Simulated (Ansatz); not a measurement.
# GaN₂H₅: one structure at several levels

One table from this session's results is given with a row withheld; the runs are named, their logs left out.

Method: single points in def2-TZVPP; program: Ansatz 0.2.0, Gaussian basis.

Cores are frozen in the correlated methods. Filled d shells of the heavier atoms are correlated.

## Starting geometry

SMILES `[NH2][GaH][NH2]`, 8 atoms, charge 0, spin multiplicity 1.

Atoms are counted from 1 here; the program's logs count them from 0.

Bond lengths: N1–Ga2 1.675 Å, N1–H4 1.118 Å, N1–H5 1.236 Å, Ga2–N3 2.115 Å, Ga2–H6 1.516 Å, N3–H7 0.882 Å, N3–H8 1.166 Å. Angles: Ga2–N1–H4 124.5°, Ga2–N1–H5 134.1°, H4–N1–H5 101.2°, N1–Ga2–N3 121.4°, N1–Ga2–H6 125.3°, N3–Ga2–H6 113.1°, Ga2–N3–H7 119.6°, Ga2–N3–H8 117.2°, H7–N3–H8 122.9°.

Coordinates:

```mol
GaH5N2
  3D, bonds by distance, orders not assigned

  8  7  0  0  0  0  0  0  0  0999 V2000
    0.8052    0.2477   -1.3885 N   0  0
   -0.3191    0.5934   -0.1964 Ga  0  0
   -0.5319   -0.6392    1.5087 N   0  0
    1.4322   -0.6773   -1.4175 H   0  0
    1.1297    0.7922   -2.4501 H   0  0
   -1.3314    1.7202   -0.2467 H   0  0
   -1.1916   -0.4901    2.0751 H   0  0
    0.1809   -1.5585    1.5952 H   0  0
  1  2  8  0
  1  4  8  0
  1  5  8  0
  2  3  8  0
  2  6  8  0
  3  7  8  0
  3  8  8  0
M  END
```

The first run:

Contents of run/in.yaml:

```yaml
crystal:
  periodic: [false, false, false]
  atoms:
    - {symbol: N, position_ang: [0.805200, 0.247700, -1.388500]}
    - {symbol: Ga, position_ang: [-0.319100, 0.593400, -0.196400]}
    - {symbol: N, position_ang: [-0.531900, -0.639200, 1.508700]}
    - {symbol: H, position_ang: [1.432200, -0.677300, -1.417500]}
    - {symbol: H, position_ang: [1.129700, 0.792200, -2.450100]}
    - {symbol: H, position_ang: [-1.331400, 1.720200, -0.246700]}
    - {symbol: H, position_ang: [-1.191600, -0.490100, 2.075100]}
    - {symbol: H, position_ang: [0.180900, -1.558500, 1.595200]}
basis:
  gaussian: {orbitals: def2-TZVPP}
correlation: {method: ccsd_t}
output: {forces: true}
```

The command line of these runs was not kept.

Steps of the session up to this table: CCSD(T)/def2-TZVPP; PBE0-D4/def2-TZVPP; wB97M-V/def2-TZVPP; r2SCAN-D4/def2-TZVPP; PBE-D4/def2-TZVPP; BHLYP-D4/def2-TZVPP; r2SCAN0-D4/def2-TZVPP.

One table of the session follows, with a row left open; its other results are not shown here.

```
    method  RMS force component (eV/Å)  angle to CCSD(T) forces (°)  dipole (D)
   CCSD(T)                       4.481                    reference        2.26
   PBE0-D4                       4.477                          1.1        2.30
   wB97M-V                       4.479                          0.8        2.34
 r2SCAN-D4                           ?                            ?           ?
    PBE-D4                       4.396                          2.0        2.19
  BHLYP-D4                       4.535                          2.6        2.36
r2SCAN0-D4                       4.485                          1.7        2.33
```

Q: Estimate the row for r2SCAN-D4 from the others.

**Answer.** RMS force component (eV/Å): 4.416; angle to CCSD(T) forces (°): 1.0; dipole (D): 2.24. In the column «RMS force component (eV/Å)» it lies between PBE-D4 (4.396) and PBE0-D4 (4.477).
